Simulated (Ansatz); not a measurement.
Task: cell relaxations under several functionals of ScCu3, space group Fm-3m, with the Python package of Ansatz (0.2.0). Give the script and its output. Use (first run): BLYP, PAW, the default cutoff (420 eV here), 6×6×6 k-points, Fermi-Dirac smearing of 0.1 eV, D3BJ dispersion.

```yaml
crystal:
  lattice:
    - [0.00000, 3.03347, 3.03347]
    - [3.03347, 0.00000, 3.03347]
    - [3.03347, 3.03347, 0.00000]
  atoms:
    - { symbol: Sc, position: [0.00000, 0.00000, 0.00000] }
    - { symbol: Cu, position: [0.50000, 0.50000, 0.50000] }
    - { symbol: Cu, position: [0.25000, 0.25000, 0.25000] }
    - { symbol: Cu, position: [0.75000, 0.75000, 0.75000] }
```

The script, `sccu3.py`:
```python
"""How the lattice of ScCu3 depends on the functional."""

import ansatz as az
import numpy as np

K_LENGTH = 20
FILLING = "fermi_dirac"
FORCE_TOL = 0.005

def edges_and_angles(cell):
    cell = np.asarray(cell)
    a, b, c = np.linalg.norm(cell, axis=1)
    cosines = cell[1] @ cell[2] / (b * c), cell[0] @ cell[2] / (a * c), cell[0] @ cell[1] / (a * b)
    return (a, b, c, *np.degrees(np.arccos(cosines)))


def main() -> None:
    structure = (
        az.Lattice.fcc(6.066945)
        .space_group(225)
        .atom("Sc", (0.0, 0.0, 0.0))
        .atom("Cu", (0.5, 0.0, 0.0))
        .atom("Cu", (0.25, 0.75, 0.75))
        .primitive()
    )

    job = structure.calculation()
    job = job.kpoints(length=K_LENGTH).occupations(FILLING, width=100 * az.meV)
    job = job.relax(cell=True, force_tolerance=FORCE_TOL)

    levels = [("blyp", "d3bj"), ("pbesol", "d3bj"), ("lda", "none")]
    print("level            a       b       c    alpha   beta  gamma  V/atom  steps")
    for name, dispersion in levels:
        seen = []
        run = job.functional(name, dispersion=dispersion).session().plan()
        result = run.execute(on_event=lambda e: seen.append(e) if e["event"] == "relax_step" else None)
        cell = result.lattice.cell_ang
        label = name if dispersion == "none" else f"{name}+{dispersion}"
        print("{:13s} {:7.4f} {:7.4f} {:7.4f} {:6.2f} {:6.2f} {:6.2f}".format(label, *edges_and_angles(cell)), f"{abs(np.linalg.det(cell)) / len(result.lattice.sites):7.3f} {len(seen):5d}")


if __name__ == "__main__":
    main()
```

```console
$ python sccu3.py
level            a       b       c    alpha   beta  gamma  V/atom  steps
DeckWarning: basis.ecutwfc = 420 eV, auto-derived from the records' recommended cutoffs: set by Sc (normal level)
blyp+d3bj      4.2196  4.2196  4.2196  60.00  60.00  60.00  13.282     5
pbesol+d3bj    4.1908  4.1908  4.1908  60.00  60.00  60.00  13.011     5
lda            4.2042  4.2042  4.2042  60.00  60.00  60.00  13.136     5
```
(Warnings from the package without file and line.)

From smallest to largest: PBEsol+D3BJ (13.01 Å³ an atom, -6.8 % against the start), LDA (13.14 Å³ an atom, -5.9 % against the start) and BLYP+D3BJ (13.28 Å³ an atom, -4.8 % against the start). The spread is 2.1 % in volume.

No spin polarisation was allowed. Forces vanish by symmetry, so the ions can't move, and the end may be a saddle. BLYP and dispersion corrections can be off by several per cent in the lattices of metals, and by several GPa in the pressure at a fixed cell. The mesh is modest for a metal, so energies can be off by several to tens of meV an atom and pressures by half a GPa or more; differences at equal mesh fare better. Edges and angles are those of the cell as typed, here a primitive one, not of the conventional cell. The structure comes from a database of computed cells and needn't be a stable or known phase. Timing: 28 s on 1 thread of Arm Neoverse V2 (shared host), peak memory 0.45 GiB.
